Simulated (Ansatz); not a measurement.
# SnO: the cost of one run

Method: DFT r2SCAN, scalar-relativistic, plane waves, PAW, in Ansatz 0.2.0.

4 further runs of the same task are left out: 4 set aside as unsound or not needed. Runs told in other sessions of the task aren't counted.

## 1. The starting structure

Symmetry: P4/nmm, No. 129, tetragonal system. The conventional cell has a = 3.808 Å, b = 3.808 Å, c = 4.936 Å, α = 90.00°, β = 90.00°, γ = 90.00°. Sn (site symmetry 4mm) is surrounded by 4 O at 2.22 Å. O (site symmetry -4m2) has 4 Sn at 2.22 Å in its first shell of neighbours.

Structure file:

```
Sn O
1.0
     0.00000    0.00000   -3.80668
    -3.80930    0.00000    0.00000
     0.00000    9.87292    0.00000
Sn O
4 4
Direct
  0.62500 0.00000 0.11618
  0.62500 0.00000 0.61618
  0.12500 0.50000 0.38382
  0.12500 0.50000 0.88382
  0.12500 0.00000 0.49994
  0.12500 0.00000 0.99994
  0.62500 0.50000 0.00006
  0.62500 0.50000 0.50006
```

It goes back to an entry of the Materials Project, which need not be the stable form.

It is built from the cell relaxed beforehand with the same method (17.90 Å³/atom).

## 2. The undisturbed cell

Contents of input.yaml:

```yaml
crystal:
  lattice:
    - [0.0, 0.0, -3.8066786573]
    - [-3.8092992235, 0.0, 0.0]
    - [0.0, 9.8729243218, 0.0]
  atoms:
    - { symbol: Sn, position: [0.625, 0.0, 0.116183993] }
    - { symbol: Sn, position: [0.625, 0.0, 0.616183993] }
    - { symbol: Sn, position: [0.125, 0.5, 0.3838160071] }
    - { symbol: Sn, position: [0.125, 0.5, 0.883816007] }
    - { symbol: O, position: [0.125, 0.0, 0.4999371876] }
    - { symbol: O, position: [0.125, 0.0, 0.9999371876] }
    - { symbol: O, position: [0.625, 0.5, 6.28124e-05] }
    - { symbol: O, position: [0.625, 0.5, 0.5000628124] }
basis:
  ecutwfc: 500
kpoints:
  mp_grid: { grid: [9, 9, 4] }
hamiltonian:
  xc: r2scan
scf:
  occupations: { method: gaussian, width: 0.03 }
output:
  forces: true
  stress: true
  eigenvalues: true
```

Started as:

```
$ ansatz run input.yaml --threads 2 --pin off --max-ram 5120MiB --backend cpu --events-out ev --progress --plain --runs-dir out
```

What time and memory should one allow on 2 threads of AMD EPYC 9R45 (Zen 5), shared host?

About 9.5 s, with a peak of 0.94 GiB.
